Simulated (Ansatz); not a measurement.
# C2H6BFOS: a ladder of functionals and wavefunction methods

Aim: compute C2H6BFOS with functionals from several rungs and with coupled cluster, and see how far each lands from CCSD(T) at the basis-set limit for the atomisation energy.

Computed with Ansatz 0.2.0, Gaussian basis. Level: functionals in def2-TZVPP, the program's frozen cores in correlated methods.

The runs, in order: PBE-D4, r2SCAN-D4, PBE0-D4, B3LYP-D4, ωB97X-V, ωB97M-V, B2PLYP; CCSD(T)/def2-TZVPP; MP2/def2-QZVPP; extrapolation to the limit.

### 1 The relaxed structure

The geometry comes from an earlier relaxation with PBE0-D4 in a triple-zeta def2 set; it is a stationary point, not always the lowest conformer.

12 atoms, charge 0, spin multiplicity 1.

Atoms are counted from 1 here; the program's logs count them from 0.

Bond lengths: C1–S2 1.809 Å, C1–H7 1.089 Å, C1–H8 1.089 Å, C1–H9 1.089 Å, S2–B3 1.811 Å, B3–O4 1.353 Å, B3–C5 1.579 Å, O4–H10 0.961 Å, C5–F6 1.383 Å, C5–H11 1.098 Å, C5–H12 1.098 Å. Angles: S2–C1–H7 111.3°, S2–C1–H8 106.7°, S2–C1–H9 111.3°, H7–C1–H8 108.7°, H7–C1–H9 110.1°, H8–C1–H9 108.7°, C1–S2–B3 104.2°, S2–B3–O4 119.8°, S2–B3–C5 121.6°, O4–B3–C5 118.7°, B3–O4–H10 114.8°, B3–C5–F6 112.7°, B3–C5–H11 110.9°, B3–C5–H12 110.8°, F6–C5–H11 108.0°, F6–C5–H12 107.9°, H11–C5–H12 106.3°.

### 2 PBE-D4 (GGA)

File in.yaml:

```yaml
crystal:
  periodic: [false, false, false]
  atoms:
    - {symbol: C, position_ang: [-0.620978, -1.263013, 1.304967]}
    - {symbol: S, position_ang: [0.946950, -0.363348, 1.247941]}
    - {symbol: B, position_ang: [0.832111, 0.633500, -0.259830]}
    - {symbol: O, position_ang: [1.858020, 1.443466, -0.609212]}
    - {symbol: C, position_ang: [-0.443887, 0.583604, -1.188571]}
    - {symbol: F, position_ang: [-0.339701, 1.419796, -2.285756]}
    - {symbol: H, position_ang: [-0.738105, -1.908483, 0.435501]}
    - {symbol: H, position_ang: [-0.592362, -1.883494, 2.199500]}
    - {symbol: H, position_ang: [-1.465893, -0.579783, 1.380215]}
    - {symbol: H, position_ang: [2.604964, 1.430075, -0.004922]}
    - {symbol: H, position_ang: [-1.345104, 0.868811, -0.630103]}
    - {symbol: H, position_ang: [-0.619016, -0.436232, -1.555828]}
basis:
  gaussian: {orbitals: def2-TZVPP}
hamiltonian: {xc: pbe, dispersion: d4}
output: {forces: true, orbitals: {seedname: orbitals}}
```

The run is started by

```console
ansatz run in.yaml --threads 4 --pin off --events-out ev --progress --plain --max-ram 10444MiB
```

The runs that follow: r2SCAN-D4 (meta-GGA); PBE0-D4 (hybrid); B3LYP-D4 (hybrid); ωB97X-V (range-separated); ωB97M-V (range-separated); B2PLYP (double hybrid); CCSD(T) in def2-TZVPP; MP2 in def2-QZVPP.

**Question.** What will the summary of the whole plan be? Wanted: atomisation energy, CCSD(T)/CBS; farthest; mean size of error, hybrid; mean size of error, range-separated; gap, smallest and largest; T1 diagnostic; triples share of the correlation energy.

The runs gave:

| quantity | value |
| --- | --- |
| atomisation energy, CCSD(T)/CBS | 4685.0 kJ/mol |
| functionals within 23.4 kJ/mol (0.5 %) | B3LYP-D4, ωB97X-V |
| farthest | PBE-D4 (+132.2 kJ/mol) |
| mean size of error, hybrid | 17.9 kJ/mol |
| mean size of error, range-separated | 24.7 kJ/mol |
| gap, smallest and largest | 5.38 eV (PBE-D4), 11.96 eV (ωB97X-V) |
| T1 diagnostic | 0.0122 |
| triples share of the correlation energy | 3.7 % |

In words: PBE-D4 misses by +132.2 kJ/mol. Double hybrids carry the basis error of their MP2 part in triple zeta, and no dispersion term here, so their miss is partly the set-up's. The reference freezes the cores and leaves out relativity and excitations past (T), so misses under about 23.4 kJ/mol can't be ranked. Hartree-Fock recovers 73 % of the binding; the rest is correlation. Orbital gaps span 5.4 to 12.0 eV; exact exchange widens them.
